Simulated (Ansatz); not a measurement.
# Ca: the cost of one run

Method: DFT PBEsol, scalar-relativistic, plane waves, PAW, in Ansatz 0.2.0.

## 1. Starting point

The structure is hexagonal, space group P6/mmm (No. 191). The conventional cell has a = 3.791 Å, b = 3.791 Å, c = 3.542 Å, α = 90.00°, β = 90.00°, γ = 120.00°. Ca (site symmetry 6/mmm) has 8 Ca at 3.54 to 3.79 Å as nearest neighbours.

As a file:

```
CELL_PARAMETERS angstrom
3.79054 0.00000 0.00000
-1.89527 3.28270 0.00000
0.00000 0.00000 3.54178
ATOMIC_POSITIONS crystal
Ca 0.00000 0.00000 0.00000
```

(A quick probe on a coarse mesh, which set the mesh and smearing, is not shown.)

## 3. The relaxation

File input.yaml:

```yaml
crystal:
  lattice:
    - [3.7905385436, 0.0, 0.0]
    - [-1.8952692718, 3.2827026728, 0.0]
    - [0.0, 0.0, 3.5417844517]
  atoms:
    - { symbol: Ca, position: [0.0, 0.0, 0.0] }
basis:
  ecutwfc: 420
kpoints:
  mp_grid: { grid: [18, 18, 16] }
hamiltonian:
  xc: pbesol
scf:
  occupations: { method: gaussian, width: 0.1 }
output:
  forces: true
  stress: true
  eigenvalues: true
relax:
  adjacent_minimum: "off"
  f_tol: 0.01
  max_steps: 80
  cell: { stress_tol: 0.05 }
```

Q: Estimate wall time and peak memory on 1 thread of an Arm CPU, shared host.

About 41 s, with a peak of 0.44 GiB.
